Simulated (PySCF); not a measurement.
# C2H7BrGaN: core binding energies at several levels of theory

How much do the core binding energies of C2H7BrGaN (`C=[CH][Ga@@H-]([NH3+])[Br]`) depend on the level of theory, and what does each level cost?

Programs: PySCF 2.14.0, with density-fitted response routines of our own. Each step states its level of theory. These are calculated values for one molecule in the gas phase, unless marked as measured. Atoms count from 0, in the outputs and in this text.

### 1 The starting structure

12 atoms, charge 0, multiplicity 1; geometry from: PBE0-D3(BJ)/def2-SVP.

Bonds of the start (Å): C0–C1 1.34, C1–Ga2 1.96, Ga2–N3 2.13, Ga2–Br4 2.36, C0–H5 1.10, C0–H6 1.10, C1–H7 1.10, Ga2–H8 1.57, N3–H9 1.02, N3–H10 1.02, N3–H11 1.02.

### 2 X-ray photoelectron lines: SCAN, X2C

What the job is given:

```
{"job": {"kind": "xps"}, "charge": 0, "multiplicity": 1}
C      2.129473    -0.444686     0.342566
C      1.293464     0.035560    -0.586217
Ga    -0.331928     1.039791    -0.133790
N     -1.821591    -0.484904    -0.195632
Br    -0.562915     1.322349     2.202226
H      1.943743    -0.290546     1.412692
H      3.040756    -1.000461     0.084512
H      1.553855    -0.141253    -1.640187
H     -0.992402     2.180438    -0.984867
H     -2.693041    -0.129246     0.198993
H     -2.019391    -0.873730    -1.117963
H     -1.500761    -1.241257     0.410402
```

Level: delta-SCF UKS SCAN, pcX-2 on the ionised atom, pcseg-1 elsewhere, spin-free X2C.

Command:

```
OMP_NUM_THREADS=1 python probes_run.py task.json out
```

The driver reads the jobs from task.json and runs them one after another.

What it wrote:

```text
ground state, core basis on atom 0 (C), 162 functions
  cycle   1  E = -4673.47851894  |g| = 5.17e-01
  cycle   2  E = -4673.43331444  |g| = 6.54e-01
  cycle   3  E = -4673.55228783  |g| = 6.57e-02
  cycle   4  E = -4673.55354476  |g| = 3.16e-02
  cycle   5  E = -4673.55373076  |g| = 1.86e-02
  cycle   6  E = -4673.55382961  |g| = 3.76e-03
  cycle   7  E = -4673.55383374  |g| = 1.16e-03
  cycle   8  E = -4673.55383268  |g| = 2.95e-04
  E(ground) = -4673.96470802 Eh
hole in C 1s of atom 0
  cycle   1  E = -4662.31322985  |g| = 1.50e+00
  cycle   2  E = -4659.97216115  |g| = 2.24e+00
  cycle   3  E = -4662.52638429  |g| = 7.13e-01
  cycle   4  E = -4662.77392530  |g| = 4.92e-01
  cycle   5  E = -4662.87817185  |g| = 1.93e-01
  cycle   6  E = -4662.89563910  |g| = 3.36e-02
  cycle   7  E = -4662.89620531  |g| = 1.34e-02
  cycle   8  E = -4662.89634797  |g| = 7.01e-03
  cycle   9  E = -4662.89638540  |g| = 3.38e-03
  cycle  10  E = -4662.89640080  |g| = 1.90e-03
  cycle  11  E = -4662.89640834  |g| = 1.30e-03
  cycle  12  E = -4662.89641048  |g| = 3.85e-04
  E(ion) = -4663.30617156 Eh   <S^2> = 0.7954   hole on atom = 1.000   binding energy = 290.034 eV
ground state, core basis on atom 1 (C), 162 functions
  cycle   1  E = -4673.55457811  |g| = 6.17e-02
  cycle   2  E = -4673.55375829  |g| = 6.20e-02
  cycle   3  E = -4673.55435868  |g| = 4.00e-02
  cycle   4  E = -4673.55480097  |g| = 4.68e-03
  cycle   5  E = -4673.55480983  |g| = 7.14e-04
  cycle   6  E = -4673.55480882  |g| = 2.15e-04
  E(ground) = -4673.96572784 Eh
hole in C 1s of atom 1
  cycle   1  E = -4662.32203578  |g| = 1.51e+00
  cycle   2  E = -4659.77783126  |g| = 2.27e+00
  cycle   3  E = -4662.60381059  |g| = 6.58e-01
  cycle   4  E = -4662.85461690  |g| = 3.52e-01
  cycle   5  E = -4662.89225634  |g| = 2.08e-01
  cycle   6  E = -4662.91332065  |g| = 3.51e-02
  cycle   7  E = -4662.91396894  |g| = 1.61e-02
  cycle   8  E = -4662.91420459  |g| = 6.52e-03
  cycle   9  E = -4662.91427138  |g| = 4.44e-03
  cycle  10  E = -4662.91431446  |g| = 3.21e-03
  cycle  11  E = -4662.91434040  |g| = 2.18e-03
  cycle  12  E = -4662.91435338  |g| = 8.68e-04
  cycle  13  E = -4662.91435712  |g| = 3.57e-04
  E(ion) = -4663.32385358 Eh   <S^2> = 0.8180   hole on atom = 1.000   binding energy = 289.580 eV
ground state, core basis on atom 3 (N), 162 functions
  cycle   1  E = -4673.56466019  |g| = 7.28e-02
  cycle   2  E = -4673.56447574  |g| = 2.93e-02
  cycle   3  E = -4673.56404354  |g| = 4.85e-02
  cycle   4  E = -4673.56471516  |g| = 3.96e-03
  cycle   5  E = -4673.56472180  |g| = 4.18e-04
  E(ground) = -4673.97402546 Eh
hole in N 1s of atom 3
  cycle   1  E = -4657.90555623  |g| = 1.85e+00
  cycle   2  E = -4649.74644791  |g| = 3.52e+00
  cycle   3  E = -4658.22395387  |g| = 6.95e-01
  cycle   4  E = -4658.48293436  |g| = 4.18e-01
  cycle   5  E = -4658.57989257  |g| = 1.46e-01
  cycle   6  E = -4658.58971774  |g| = 8.39e-02
  cycle   7  E = -4658.59340367  |g| = 2.82e-02
  cycle   8  E = -4658.59386968  |g| = 5.89e-03
  cycle   9  E = -4658.59388591  |g| = 1.94e-03
  cycle  10  E = -4658.59388822  |g| = 1.24e-03
  cycle  11  E = -4658.59389061  |g| = 3.41e-04
  E(ion) = -4659.00266009 Eh   <S^2> = 0.7647   hole on atom = 1.000   binding energy = 407.392 eV
```

It took 23 s on 1 thread of Arm Neoverse V2, shared host; peak memory 0.55 GiB.

Binding energies by hole, beside the orbital energy of the ground state; the difference holds orbital relaxation and, for a density functional, its self-interaction error:

```csv
hole,stands for,environment,ΔSCF (eV),−ε (eV),⟨S²⟩
C1s on C0,C0,terminal =CH2 carbon,290.03,273.5,0.795
C1s on C1,C1,alkene CH,289.58,273.3,0.818
N1s on N3,N3,donor nitrogen of a Lewis adduct,407.39,388.0,0.765
```

### 3 Core holes by ΔSCF: B3LYP, X2C

Settings changed since step 2:

```diff
@@ -1,2 +1,2 @@
-{"job": {"kind": "xps"}, "charge": 0, "multiplicity": 1}
+{"job": {"kind": "xps", "xc": "B3LYP"}, "charge": 0, "multiplicity": 1}
 C      2.129473    -0.444686     0.342566
```

Level: delta-SCF UKS B3LYP, pcX-2 on the ionised atom, pcseg-1 elsewhere, spin-free X2C.

What it wrote:

```text
ground state, core basis on atom 0 (C), 162 functions
  cycle   1  E = -4673.74531578  |g| = 4.65e-01
  cycle   2  E = -4673.72932956  |g| = 5.35e-01
  cycle   3  E = -4673.80841785  |g| = 4.28e-02
  cycle   4  E = -4673.80895599  |g| = 1.69e-02
  cycle   5  E = -4673.80902385  |g| = 6.08e-03
  cycle   6  E = -4673.80903243  |g| = 2.80e-03
  cycle   7  E = -4673.80903611  |g| = 5.04e-04
  cycle   8  E = -4673.80903412  |g| = 1.16e-04
  E(ground) = -4673.81659021 Eh
hole in C 1s of atom 0
  cycle   1  E = -4662.57272065  |g| = 1.51e+00
  cycle   2  E = -4660.49006789  |g| = 2.15e+00
  cycle   3  E = -4662.83011172  |g| = 6.76e-01
  cycle   4  E = -4663.07484777  |g| = 3.84e-01
  cycle   5  E = -4663.13607106  |g| = 1.47e-01
  cycle   6  E = -4663.14605921  |g| = 2.48e-02
  cycle   7  E = -4663.14636343  |g| = 8.61e-03
  cycle   8  E = -4663.14642547  |g| = 3.59e-03
  cycle   9  E = -4663.14643858  |g| = 1.81e-03
  cycle  10  E = -4663.14644414  |g| = 1.04e-03
  cycle  11  E = -4663.14644839  |g| = 5.93e-04
  cycle  12  E = -4663.14644874  |g| = 1.08e-04
  E(ion) = -4663.15392824 Eh   <S^2> = 0.7729   hole on atom = 1.000   binding energy = 290.146 eV
ground state, core basis on atom 1 (C), 162 functions
  cycle   1  E = -4673.80955016  |g| = 4.29e-02
  cycle   2  E = -4673.80939871  |g| = 2.88e-02
  cycle   3  E = -4673.80944363  |g| = 2.56e-02
  cycle   4  E = -4673.80961297  |g| = 2.62e-03
  cycle   5  E = -4673.80961676  |g| = 1.95e-04
  E(ground) = -4673.81728796 Eh
hole in C 1s of atom 1
  cycle   1  E = -4662.58238615  |g| = 1.52e+00
  cycle   2  E = -4660.23422774  |g| = 2.23e+00
  cycle   3  E = -4662.90144521  |g| = 6.21e-01
  cycle   4  E = -4663.12750751  |g| = 2.86e-01
  cycle   5  E = -4663.15473674  |g| = 1.47e-01
  cycle   6  E = -4663.16490659  |g| = 2.30e-02
  cycle   7  E = -4663.16518123  |g| = 9.01e-03
  cycle   8  E = -4663.16525918  |g| = 3.26e-03
  cycle   9  E = -4663.16527889  |g| = 2.04e-03
  cycle  10  E = -4663.16529153  |g| = 1.26e-03
  cycle  11  E = -4663.16529420  |g| = 5.51e-04
  cycle  12  E = -4663.16529498  |g| = 7.40e-05
  E(ion) = -4663.17287339 Eh   <S^2> = 0.7771   hole on atom = 1.000   binding energy = 289.649 eV
ground state, core basis on atom 3 (N), 162 functions
  cycle   1  E = -4673.81833246  |g| = 5.46e-02
  cycle   2  E = -4673.81822258  |g| = 3.03e-02
  cycle   3  E = -4673.81827765  |g| = 2.48e-02
  cycle   4  E = -4673.81841063  |g| = 3.45e-03
  cycle   5  E = -4673.81841262  |g| = 2.88e-04
  E(ground) = -4673.82612886 Eh
hole in N 1s of atom 3
  cycle   1  E = -4658.16778470  |g| = 1.86e+00
  cycle   2  E = -4652.41078423  |g| = 3.40e+00
  cycle   3  E = -4658.59036779  |g| = 5.92e-01
  cycle   4  E = -4658.76072031  |g| = 3.80e-01
  cycle   5  E = -4658.84441476  |g| = 8.23e-02
  cycle   6  E = -4658.84743521  |g| = 4.40e-02
  cycle   7  E = -4658.84838810  |g| = 1.67e-02
  cycle   8  E = -4658.84853697  |g| = 3.41e-03
  cycle   9  E = -4658.84854353  |g| = 1.03e-03
  cycle  10  E = -4658.84854466  |g| = 6.35e-04
  cycle  11  E = -4658.84854459  |g| = 1.52e-04
  E(ion) = -4658.85630437 Eh   <S^2> = 0.7588   hole on atom = 1.000   binding energy = 407.350 eV
```

Wall time 41 s (1 thread of Arm Neoverse V2, shared host); peak memory 0.75 GiB.

The holes in one table. −ε is the ground-state orbital energy:

```csv
hole,stands for,environment,ΔSCF (eV),−ε (eV),⟨S²⟩
C1s on C0,C0,terminal =CH2 carbon,290.15,276.8,0.773
C1s on C1,C1,alkene CH,289.65,276.6,0.777
N1s on N3,N3,donor nitrogen of a Lewis adduct,407.35,391.7,0.759
```

### 4 X-ray photoelectron lines: PBE0, X2C

Settings changed since step 3:

```diff
@@ -1,2 +1,2 @@
-{"job": {"kind": "xps", "xc": "B3LYP"}, "charge": 0, "multiplicity": 1}
+{"job": {"kind": "xps", "xc": "PBE0"}, "charge": 0, "multiplicity": 1}
 C      2.129473    -0.444686     0.342566
```

With the program's defaults for keys left out, this is: delta-SCF UKS PBE0, pcX-2 on the ionised atom, pcseg-1 elsewhere, spin-free X2C.

What it wrote:

```text
ground state, core basis on atom 0 (C), 162 functions
  cycle   1  E = -4672.94520630  |g| = 4.13e-01
  cycle   2  E = -4672.94753152  |g| = 4.20e-01
  cycle   3  E = -4672.99668044  |g| = 3.73e-02
  cycle   4  E = -4672.99707259  |g| = 1.36e-02
  cycle   5  E = -4672.99712300  |g| = 3.84e-03
  cycle   6  E = -4672.99712374  |g| = 1.97e-03
  cycle   7  E = -4672.99712852  |g| = 4.41e-04
  E(ground) = -4673.00378349 Eh
hole in C 1s of atom 0
  cycle   1  E = -4661.78057833  |g| = 1.51e+00
  cycle   2  E = -4659.92621150  |g| = 2.02e+00
  cycle   3  E = -4662.05833827  |g| = 6.55e-01
  cycle   4  E = -4662.29925156  |g| = 3.33e-01
  cycle   5  E = -4662.34557028  |g| = 1.34e-01
  cycle   6  E = -4662.35408950  |g| = 2.05e-02
  cycle   7  E = -4662.35432383  |g| = 7.70e-03
  cycle   8  E = -4662.35438801  |g| = 3.57e-03
  cycle   9  E = -4662.35440945  |g| = 2.30e-03
  cycle  10  E = -4662.35442449  |g| = 1.24e-03
  cycle  11  E = -4662.35442909  |g| = 7.06e-04
  cycle  12  E = -4662.35442955  |g| = 1.35e-04
  E(ion) = -4662.36100059 Eh   <S^2> = 0.7843   hole on atom = 1.000   binding energy = 289.605 eV
ground state, core basis on atom 1 (C), 162 functions
  cycle   1  E = -4672.99815234  |g| = 5.88e-02
  cycle   2  E = -4672.99801470  |g| = 2.80e-02
  cycle   3  E = -4672.99794488  |g| = 3.24e-02
  cycle   4  E = -4672.99821932  |g| = 9.50e-04
  cycle   5  E = -4672.99822044  |g| = 1.76e-04
  E(ground) = -4673.00497348 Eh
hole in C 1s of atom 1
  cycle   1  E = -4661.78914452  |g| = 1.52e+00
  cycle   2  E = -4659.65932222  |g| = 2.12e+00
  cycle   3  E = -4662.12433575  |g| = 6.02e-01
  cycle   4  E = -4662.34295366  |g| = 2.49e-01
  cycle   5  E = -4662.36376917  |g| = 1.31e-01
  cycle   6  E = -4662.37200330  |g| = 1.88e-02
  cycle   7  E = -4662.37222247  |g| = 8.34e-03
  cycle   8  E = -4662.37230588  |g| = 3.89e-03
  cycle   9  E = -4662.37235057  |g| = 2.57e-03
  cycle  10  E = -4662.37237561  |g| = 1.49e-03
  cycle  11  E = -4662.37237960  |g| = 6.29e-04
  cycle  12  E = -4662.37237966  |g| = 9.22e-05
  E(ion) = -4662.37903643 Eh   <S^2> = 0.7909   hole on atom = 1.000   binding energy = 289.146 eV
ground state, core basis on atom 3 (N), 162 functions
  cycle   1  E = -4673.00667988  |g| = 7.40e-02
  cycle   2  E = -4673.00657612  |g| = 3.02e-02
  cycle   3  E = -4673.00656495  |g| = 3.07e-02
  cycle   4  E = -4673.00678557  |g| = 4.16e-03
  cycle   5  E = -4673.00679016  |g| = 3.32e-04
  E(ground) = -4673.01358134 Eh
hole in N 1s of atom 3
  cycle   1  E = -4657.37255945  |g| = 1.86e+00
  cycle   2  E = -4655.73168414  |g| = 2.37e+00
  cycle   3  E = -4657.90634714  |g| = 4.86e-01
  cycle   4  E = -4658.01795512  |g| = 2.47e-01
  cycle   5  E = -4658.05180325  |g| = 7.28e-02
  cycle   6  E = -4658.05408549  |g| = 3.31e-02
  cycle   7  E = -4658.05463697  |g| = 1.01e-02
  cycle   8  E = -4658.05469993  |g| = 2.96e-03
  cycle   9  E = -4658.05470495  |g| = 1.16e-03
  cycle  10  E = -4658.05470713  |g| = 5.87e-04
  cycle  11  E = -4658.05470797  |g| = 1.74e-04
  E(ion) = -4658.06151183 Eh   <S^2> = 0.7606   hole on atom = 1.000   binding energy = 406.867 eV
```

It took 43 s on 1 thread of Arm Neoverse V2, shared host; peak memory 0.76 GiB.

The holes in one table. −ε is the ground-state orbital energy:

```csv
hole,stands for,environment,ΔSCF (eV),−ε (eV),⟨S²⟩
C1s on C0,C0,terminal =CH2 carbon,289.60,278.2,0.784
C1s on C1,C1,alkene CH,289.15,278.0,0.791
N1s on N3,N3,donor nitrogen of a Lewis adduct,406.87,393.5,0.761
```

### 5 Core holes by ΔSCF: PBE, X2C

Settings changed since step 4:

```diff
@@ -1,2 +1,2 @@
-{"job": {"kind": "xps", "xc": "PBE0"}, "charge": 0, "multiplicity": 1}
+{"job": {"kind": "xps", "xc": "PBE"}, "charge": 0, "multiplicity": 1}
 C      2.129473    -0.444686     0.342566
```

With the program's defaults for keys left out, this is: delta-SCF UKS PBE, pcX-2 on the ionised atom, pcseg-1 elsewhere, spin-free X2C.

What it wrote:

```text
ground state, core basis on atom 0 (C), 162 functions
  cycle   1  E = -4672.77856568  |g| = 5.61e-01
  cycle   2  E = -4672.66687964  |g| = 8.42e-01
  cycle   3  E = -4672.86633101  |g| = 7.62e-02
  cycle   4  E = -4672.86832126  |g| = 2.50e-02
  cycle   5  E = -4672.86847553  |g| = 1.04e-02
  cycle   6  E = -4672.86851361  |g| = 4.78e-03
  cycle   7  E = -4672.86851269  |g| = 1.65e-03
  cycle   8  E = -4672.86851361  |g| = 2.86e-04
  E(ground) = -4672.87754051 Eh
hole in C 1s of atom 0
  cycle   1  E = -4661.66678930  |g| = 1.52e+00
  cycle   2  E = -4658.57416674  |g| = 2.58e+00
  cycle   3  E = -4661.82989022  |g| = 7.53e-01
  cycle   4  E = -4662.01569123  |g| = 6.66e-01
  cycle   5  E = -4662.21403109  |g| = 2.25e-01
  cycle   6  E = -4662.23876377  |g| = 4.70e-02
  cycle   7  E = -4662.23978978  |g| = 2.23e-02
  cycle   8  E = -4662.24011814  |g| = 7.89e-03
  cycle   9  E = -4662.24014817  |g| = 2.37e-03
  cycle  10  E = -4662.24015159  |g| = 1.12e-03
  cycle  11  E = -4662.24014996  |g| = 3.74e-04
  E(ion) = -4662.24906791 Eh   <S^2> = 0.7721   hole on atom = 1.000   binding energy = 289.215 eV
ground state, core basis on atom 1 (C), 162 functions
  cycle   1  E = -4672.86902384  |g| = 7.37e-02
  cycle   2  E = -4672.86828349  |g| = 5.63e-02
  cycle   3  E = -4672.86773305  |g| = 7.16e-02
  cycle   4  E = -4672.86914138  |g| = 5.29e-03
  cycle   5  E = -4672.86914886  |g| = 4.52e-04
  E(ground) = -4672.87830352 Eh
hole in C 1s of atom 1
  cycle   1  E = -4661.67272354  |g| = 1.53e+00
  cycle   2  E = -4658.61049980  |g| = 2.53e+00
  cycle   3  E = -4661.92206399  |g| = 6.81e-01
  cycle   4  E = -4662.14856772  |g| = 4.74e-01
  cycle   5  E = -4662.22601801  |g| = 2.43e-01
  cycle   6  E = -4662.25439017  |g| = 5.24e-02
  cycle   7  E = -4662.25589432  |g| = 1.82e-02
  cycle   8  E = -4662.25614374  |g| = 5.15e-03
  cycle   9  E = -4662.25615601  |g| = 2.60e-03
  cycle  10  E = -4662.25616348  |g| = 1.11e-03
  cycle  11  E = -4662.25616352  |g| = 4.55e-04
  E(ion) = -4662.26518917 Eh   <S^2> = 0.7758   hole on atom = 1.000   binding energy = 288.798 eV
ground state, core basis on atom 3 (N), 162 functions
  cycle   1  E = -4672.87785692  |g| = 9.18e-02
  cycle   2  E = -4672.87748408  |g| = 4.68e-02
  cycle   3  E = -4672.87700710  |g| = 6.35e-02
  cycle   4  E = -4672.87793408  |g| = 1.36e-02
  cycle   5  E = -4672.87798001  |g| = 6.44e-04
  cycle   6  E = -4672.87798635  |g| = 2.40e-04
  E(ground) = -4672.88719878 Eh
hole in N 1s of atom 3
  cycle   1  E = -4657.25761069  |g| = 1.87e+00
  cycle   2  E = -4648.13031190  |g| = 3.66e+00
  cycle   3  E = -4657.48558295  |g| = 7.69e-01
  cycle   4  E = -4657.75714277  |g| = 5.36e-01
  cycle   5  E = -4657.91960748  |g| = 1.86e-01
  cycle   6  E = -4657.93210078  |g| = 1.29e-01
  cycle   7  E = -4657.94091694  |g| = 3.90e-02
  cycle   8  E = -4657.94177484  |g| = 7.10e-03
  cycle   9  E = -4657.94179990  |g| = 2.81e-03
  cycle  10  E = -4657.94180428  |g| = 9.77e-04
  cycle  11  E = -4657.94180628  |g| = 1.94e-04
  E(ion) = -4657.95104457 Eh   <S^2> = 0.7587   hole on atom = 1.000   binding energy = 406.433 eV
```

Run time: 16 s. Hardware: 1 thread of Arm Neoverse V2, shared host; peak memory 0.55 GiB.

The holes in one table. −ε is the ground-state orbital energy:

```csv
hole,stands for,environment,ΔSCF (eV),−ε (eV),⟨S²⟩
C1s on C0,C0,terminal =CH2 carbon,289.22,268.9,0.772
C1s on C1,C1,alkene CH,288.80,268.8,0.776
N1s on N3,N3,donor nitrogen of a Lewis adduct,406.43,382.6,0.759
```

### 6 Core-electron binding energies: HF, X2C

Settings changed since step 5:

```diff
@@ -1,2 +1,2 @@
-{"job": {"kind": "xps", "xc": "PBE"}, "charge": 0, "multiplicity": 1}
+{"job": {"kind": "xps", "xc": "HF"}, "charge": 0, "multiplicity": 1}
 C      2.129473    -0.444686     0.342566
```

With the program's defaults for keys left out, this is: delta-SCF UKS HF, pcX-2 on the ionised atom, pcseg-1 elsewhere, spin-free X2C.

What it wrote:

```text
ground state, core basis on atom 0 (C), 162 functions
  cycle   1  E = -4669.32307016  |g| = 3.98e-01
  cycle   2  E = -4669.38381712  |g| = 1.41e-01
  cycle   3  E = -4669.38944419  |g| = 4.81e-02
  cycle   4  E = -4669.39025019  |g| = 1.04e-02
  cycle   5  E = -4669.39028932  |g| = 2.81e-03
  cycle   6  E = -4669.39029318  |g| = 8.02e-04
  cycle   7  E = -4669.39029364  |g| = 2.78e-04
  E(ground) = -4669.39029364 Eh
hole in C 1s of atom 0
  cycle   1  E = -4658.15733677  |g| = 1.49e+00
  cycle   2  E = -4658.47625866  |g| = 8.72e-01
  cycle   3  E = -4658.72723911  |g| = 1.26e-01
  cycle   4  E = -4658.73561457  |g| = 3.93e-02
  cycle   5  E = -4658.73701505  |g| = 2.26e-02
  cycle   6  E = -4658.73852855  |g| = 1.51e-02
  cycle   7  E = -4658.73962955  |g| = 1.15e-02
  cycle   8  E = -4658.74057801  |g| = 7.48e-03
  cycle   9  E = -4658.74109234  |g| = 2.89e-03
  cycle  10  E = -4658.74113704  |g| = 9.34e-04
  cycle  11  E = -4658.74113978  |g| = 4.59e-04
  E(ion) = -4658.74113978 Eh   <S^2> = 0.9449   hole on atom = 1.000   binding energy = 289.778 eV
ground state, core basis on atom 1 (C), 162 functions
  cycle   1  E = -4669.39291376  |g| = 2.70e-02
  cycle   2  E = -4669.39298868  |g| = 5.32e-03
  cycle   3  E = -4669.39299430  |g| = 3.12e-03
  cycle   4  E = -4669.39299664  |g| = 2.92e-04
  E(ground) = -4669.39299664 Eh
hole in C 1s of atom 1
  cycle   1  E = -4658.17749625  |g| = 1.50e+00
  cycle   2  E = -4658.46656623  |g| = 9.22e-01
  cycle   3  E = -4658.75349392  |g| = 1.33e-01
  cycle   4  E = -4658.76211307  |g| = 3.59e-02
  cycle   5  E = -4658.76332824  |g| = 2.15e-02
  cycle   6  E = -4658.76474981  |g| = 1.60e-02
  cycle   7  E = -4658.76621349  |g| = 1.25e-02
  cycle   8  E = -4658.76759972  |g| = 7.83e-03
  cycle   9  E = -4658.76818300  |g| = 2.85e-03
  cycle  10  E = -4658.76821186  |g| = 1.15e-03
  cycle  11  E = -4658.76821655  |g| = 3.58e-04
  E(ion) = -4658.76821655 Eh   <S^2> = 0.9842   hole on atom = 1.000   binding energy = 289.115 eV
ground state, core basis on atom 3 (N), 162 functions
  cycle   1  E = -4669.40031012  |g| = 3.12e-02
  cycle   2  E = -4669.40042049  |g| = 7.43e-03
  cycle   3  E = -4669.40043255  |g| = 3.32e-03
  cycle   4  E = -4669.40043532  |g| = 4.34e-04
  E(ground) = -4669.40043532 Eh
hole in N 1s of atom 3
  cycle   1  E = -4653.75474405  |g| = 1.83e+00
  cycle   2  E = -4654.18486802  |g| = 9.66e-01
  cycle   3  E = -4654.42841635  |g| = 1.04e-01
  cycle   4  E = -4654.43225966  |g| = 2.17e-02
  cycle   5  E = -4654.43277834  |g| = 1.25e-02
  cycle   6  E = -4654.43301088  |g| = 5.67e-03
  cycle   7  E = -4654.43306197  |g| = 1.92e-03
  cycle   8  E = -4654.43306685  |g| = 6.92e-04
  cycle   9  E = -4654.43306754  |g| = 2.89e-04
  E(ion) = -4654.43306754 Eh   <S^2> = 0.7761   hole on atom = 1.000   binding energy = 407.283 eV
```

Wall time 29 s (1 thread of Arm Neoverse V2, shared host); peak memory 0.76 GiB.

The holes in one table. −ε is the ground-state orbital energy:

```csv
hole,stands for,environment,ΔSCF (eV),−ε (eV),⟨S²⟩
C1s on C0,C0,terminal =CH2 carbon,289.78 (doubtful),305.7,0.945
C1s on C1,C1,alkene CH,289.11 (doubtful),305.2,0.984
N1s on N3,N3,donor nitrogen of a Lewis adduct,407.28,425.7,0.776
```

Doubtful: the ion did not converge, its hole moved, or its ⟨S²⟩ is well above 0.75.

(Part 1 of 2 ends here.)
